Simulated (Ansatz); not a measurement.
# H₂WO₄: small, medium and large basis sets

One table from this session's results is given with a row withheld; the runs are named, their logs left out.

Computed with Ansatz 0.2.0, Gaussian basis. Level: one geometry, several basis sets.

The runs, in order: PBE0-D4/def2-SVP; ωB97M-V/def2-SVP; PBE0-D4/def2-QZVPP; ωB97M-V/def2-QZVPP; the functionals' def2-TZVPP values are taken from earlier runs.

## The relaxed structure

The geometry comes from an earlier relaxation with PBE0-D4 in a triple-zeta def2 set; it is a stationary point, not always the lowest conformer. W takes the def2 core potential; no spin-orbit term is included.

SMILES `[O]=[W](=[O])([OH])[OH]`, 7 atoms, charge 0, spin multiplicity 1.

Atoms are counted from 1 here; the program's logs count them from 0.

Bond lengths: O1–W2 1.704 Å, W2–O3 1.704 Å, W2–O4 1.881 Å, W2–O5 1.881 Å, O4–H6 0.960 Å, O5–H7 0.960 Å. Angles: O1–W2–O3 108.9°, O1–W2–O4 109.9°, O1–W2–O5 108.7°, O3–W2–O4 108.7°, O3–W2–O5 109.9°, O4–W2–O5 110.7°, W2–O4–H6 125.0°, W2–O5–H7 125.0°.

The first run:

in.yaml reads:

```yaml
crystal:
  periodic: [false, false, false]
  atoms:
    - {symbol: O, position_ang: [-1.372879, 1.338228, 0.229834]}
    - {symbol: W, position_ang: [-0.059337, 0.252335, 0.239193]}
    - {symbol: O, position_ang: [0.920701, 0.584954, 1.593270]}
    - {symbol: O, position_ang: [-0.690380, -1.515031, 0.370538]}
    - {symbol: O, position_ang: [0.931393, 0.489984, -1.342264]}
    - {symbol: H, position_ang: [-1.609879, -1.778188, 0.290874]}
    - {symbol: H, position_ang: [1.880381, 0.627709, -1.381445]}
basis:
  gaussian: {orbitals: def2-SVP}
hamiltonian: {xc: pbe0, dispersion: d4}
output: {orbitals: {seedname: orbitals}}
```

Run with:

```
> ansatz run in.yaml --threads 4 --pin off --events-out ev --progress --plain --max-ram 10444MiB
```

Among the steps run: PBE0-D4 in def2-SVP; ωB97M-V in def2-SVP; PBE0-D4 in def2-QZVPP; ωB97M-V in def2-QZVPP.

One table of the session follows, with a row left open; its other results are not shown here.

It belongs to the step «Density functionals: the series». 

| functional | basis | HOMO (eV) |
| --- | --- | --- |
| PBE0-D4 | def2-SVP | -8.88 |
| PBE0-D4 | def2-TZVPP | -8.94 |
| PBE0-D4 | def2-QZVPP | -8.97 |
| ωB97M-V | def2-SVP | -11.25 |
| ωB97M-V | def2-TZVPP | ? |
| ωB97M-V | def2-QZVPP | -11.35 |

**Question.** Estimate the row for ωB97M-V, def2-TZVPP.

The run gave: HOMO (eV): -11.31. In the column «HOMO (eV)» it lies between ωB97M-V, def2-QZVPP (-11.35) and ωB97M-V, def2-SVP (-11.25).
